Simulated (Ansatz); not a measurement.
# C₂H₆GaIn: one species, many methods

An exercise on one series of results from a longer session: the logs are not shown, and one member is left open.

The runs use Ansatz 0.2.0, Gaussian basis; functionals in def2-TZVPP, the program's frozen cores in correlated methods.

Levels to be run: LDA (SPW92), PBE-D4, revPBE-D4, BLYP-D4, r2SCAN-D4, B97M-V, PBE0-D4, B3LYP-D4, r2SCANh-D4, r2SCAN0-D4, HSE06-D4, BHLYP-D4, CAM-B3LYP-D4, LC-ωPBE, ωB97X-V, ωB97M-V, B2PLYP, PBE-QIDH; CCSD(T)/def2-SVP; MP2/def2-TZVPP; MP2/def2-QZVPP; RPA on PBE.

## The geometry

All runs share one geometry, relaxed beforehand with PBE0-D4 in a triple-zeta def2 set. In takes the def2 core potential; no spin-orbit term is included.

SMILES `C=[C]([GaH2])[InH2]`, 10 atoms, charge 0, spin multiplicity 1.

Atoms are counted from 1 here; the program's logs count them from 0.

Bond lengths: C1–C2 1.343 Å, C1–H5 1.093 Å, C1–H6 1.094 Å, C2–Ga3 1.956 Å, C2–In4 2.148 Å, Ga3–H7 1.572 Å, Ga3–H8 1.577 Å, In4–H9 1.724 Å, In4–H10 1.733 Å. Angles: C2–C1–H5 123.4°, C2–C1–H6 122.5°, H5–C1–H6 114.1°, C1–C2–Ga3 116.5°, C1–C2–In4 116.8°, Ga3–C2–In4 126.8°, C2–Ga3–H7 121.6°, C2–Ga3–H8 117.3°, H7–Ga3–H8 121.1°, C2–In4–H9 122.2°, C2–In4–H10 115.5°, H9–In4–H10 122.3°.

Geometry (Å):

```mol
C2H6GaIn
  3D, bonds by distance, orders not assigned

 10  9  0  0  0  0  0  0  0  0999 V2000
   -0.5502    0.5441   -1.2887 C   0  0
   -0.0530    0.0094   -0.1620 C   0  0
    0.4429   -1.8816   -0.2385 Ga  0  0
    0.1164    1.3153    1.5356 In  0  0
   -0.8625    1.5878   -1.3717 H   0  0
   -0.6777   -0.0354   -2.2074 H   0  0
    1.0391   -2.6279    1.0094 H   0  0
    0.2206   -2.6336   -1.6064 H   0  0
    0.7342    0.7760    3.0525 H   0  0
   -0.4098    2.9458    1.2771 H   0  0
  1  2  8  0
  2  3  8  0
  2  4  8  0
  1  5  8  0
  1  6  8  0
  3  7  8  0
  3  8  8  0
  4  9  8  0
  4 10  8  0
M  END
```

The first run:

in.yaml reads:

```yaml
crystal:
  periodic: [false, false, false]
  atoms:
    - {symbol: C, position_ang: [-0.550222, 0.544086, -1.288701]}
    - {symbol: C, position_ang: [-0.053018, 0.009446, -0.161963]}
    - {symbol: Ga, position_ang: [0.442881, -1.881600, -0.238532]}
    - {symbol: In, position_ang: [0.116432, 1.315279, 1.535598]}
    - {symbol: H, position_ang: [-0.862493, 1.587839, -1.371656]}
    - {symbol: H, position_ang: [-0.677667, -0.035405, -2.207371]}
    - {symbol: H, position_ang: [1.039072, -2.627884, 1.009363]}
    - {symbol: H, position_ang: [0.220553, -2.633604, -1.606388]}
    - {symbol: H, position_ang: [0.734223, 0.776018, 3.052529]}
    - {symbol: H, position_ang: [-0.409772, 2.945816, 1.277131]}
basis:
  gaussian: {orbitals: def2-TZVPP}
hamiltonian: {xc: lda}
output: {orbitals: {seedname: orbitals}}
```

On the command line:

```console
$ ansatz run in.yaml --threads 2 --pin off --events-out ev --progress --plain --max-ram 4352MiB
```

Steps of the session up to this table: LDA; PBE-D4 (GGA); revPBE-D4 (GGA); BLYP-D4 (GGA); r2SCAN-D4 (meta-GGA); B97M-V (meta-GGA); B3LYP-D4 (hybrid); r2SCANh-D4 (hybrid); r2SCAN0-D4 (hybrid); HSE06-D4 (hybrid); BHLYP-D4 (hybrid); CAM-B3LYP-D4 (range-separated); LC-ωPBE (range-separated); ωB97X-V (range-separated); ωB97M-V (range-separated); B2PLYP (double hybrid); PBE-QIDH (double hybrid).

One of the session's tables, all rows but one given; the rest of the session is left out.

It belongs to the step «Frontier levels by functional». 

| functional | HOMO (eV) | LUMO (eV) | gap (eV) |
| --- | --- | --- | --- |
| LDA (SPW92) | -5.92 | -3.16 | 2.77 |
| PBE-D4 | -5.78 | -2.89 | 2.88 |
| revPBE-D4 | -5.72 | -2.78 | 2.94 |
| BLYP-D4 | -5.66 | -2.81 | 2.85 |
| r2SCAN-D4 | -5.95 | -2.69 | 3.27 |
| B97M-V | -6.03 | -2.84 | 3.19 |
| PBE0-D4 | -6.83 | -2.06 | 4.77 |
| B3LYP-D4 | -6.66 | -2.32 | 4.34 |
| r2SCANh-D4 | -6.35 | -2.39 | 3.97 |
| r2SCAN0-D4 | -6.96 | -1.95 | 5.01 |
| HSE06-D4 | -6.44 | -2.43 | 4.01 |
| BHLYP-D4 | -7.82 | -1.29 | 6.53 |
| CAM-B3LYP-D4 | -8.09 | -1.17 | 6.93 |
| LC-ωPBE | -9.34 | -0.05 | 9.29 |
| ωB97X-V | ? | ? | ? |
| ωB97M-V | -8.90 | -0.42 | 8.48 |

Estimate the missing values for ωB97X-V.

As computed: HOMO (eV): -9.03; LUMO (eV): -0.18; gap (eV): 8.85. In the column «HOMO (eV)» it lies between LC-ωPBE (-9.34) and ωB97M-V (-8.90).
